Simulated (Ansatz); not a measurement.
# LiSi16: the cost of one run

Program: Ansatz 0.2.0. Level of theory: DFT LDA, plane waves, PAW, scalar-relativistic, collinear spin. These are calculated values, not measurements.

## (1) The structure to begin with

The cell holds 17 atoms (LiSi16): a = 7.679 Å, b = 7.679 Å, c = 7.679 Å, α = 60.00°, β = 60.00°, γ = 60.00°.

The coordinates stand in the first input below.

## (2) Preparing the start

Contents of input.yaml:

```yaml
accuracy: low
crystal:
  lattice:
    - [0.0, 5.43, 5.43]
    - [5.43, 0.0, 5.43]
    - [5.43, 5.43, 0.0]
  atoms:
    - { symbol: Si, position: [0.0, 0.0, 0.0] }
    - { symbol: Si, position: [0.125, 0.125, 0.125] }
    - { symbol: Si, position: [0.0, 0.0, 0.5] }
    - { symbol: Si, position: [0.125, 0.125, 0.625] }
    - { symbol: Si, position: [0.0, 0.5, 0.0] }
    - { symbol: Si, position: [0.125, 0.625, 0.125] }
    - { symbol: Si, position: [0.0, 0.5, 0.5] }
    - { symbol: Si, position: [0.125, 0.625, 0.625] }
    - { symbol: Si, position: [0.5, 0.0, 0.0] }
    - { symbol: Si, position: [0.625, 0.125, 0.125] }
    - { symbol: Si, position: [0.5, 0.0, 0.5] }
    - { symbol: Si, position: [0.625, 0.125, 0.625] }
    - { symbol: Si, position: [0.5, 0.5, 0.0] }
    - { symbol: Si, position: [0.625, 0.625, 0.125] }
    - { symbol: Si, position: [0.5, 0.5, 0.5] }
    - { symbol: Si, position: [0.625, 0.625, 0.625] }
    - { symbol: Li, position: [0.072267, 0.8056415, 0.323171], spin: 1.0 }
magnetization:
  spin_polarized: true
basis:
  ecutwfc: 420.0
kpoints:
  mp_grid: { grid: [2, 2, 2] }
hamiltonian:
  xc: lda
  pseudopotentials: { kind: paw, azcp: { folder: soft_1 } }
scf:
  occupations: { method: fermi_dirac, width: 0.05 }
  lower_state_search: "off"
relax:
  f_tol: 0.08
  max_steps: 25
  adjacent_minimum: "off"
```

The run is started by

```sh
$ ansatz run input.yaml --threads 1 --pin off --max-ram 3072MiB --backend cpu --events-out ev --progress --plain --runs-dir out
```

**Question.** How long does this run take on 1 thread of Arm Neoverse V1, shared host, and how much memory does it need?

About 100 s, with a peak of 0.6 GiB.
